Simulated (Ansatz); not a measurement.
Runs of Ansatz 0.2.0 on Rh. The cell holds a sheet with vacuum, 1 atom: a = 2.430 Å, b = 2.430 Å, c = 23.800 Å, α = 90.00°, β = 90.00°, γ = 93.94°. The cell was built by a generator and needn't be a form met in nature.

```tsv
task	level	cutoff (eV)	basis error allowed	gap on the mesh (eV)	work function (eV)
single point	PBE	345	0.001 eV/atom	none	5.55
single point	LDA	320	0.002 eV/atom	none	5.94
single point	PBEsol	321	0.002 eV/atom	none	(a)
single point	PBE	321	0.002 eV/atom	none	5.55
projected density of states	PBE	321	0.002 eV/atom	-	5.55
```

Alike in all rows: potentials or basis all-electron LAPW, scalar-relativistic; no spin polarisation; cell as given; k mesh 11 × 11 × 1; smearing fermi-dirac 0.05 eV.

Problem. Fill in the values left out.

Solution. (a) 5.69.

A k mesh can miss the band edges, and the runs leave out spin-orbit coupling on Rh.

A gap of «none» marks a metal or a gap under the smearing width.
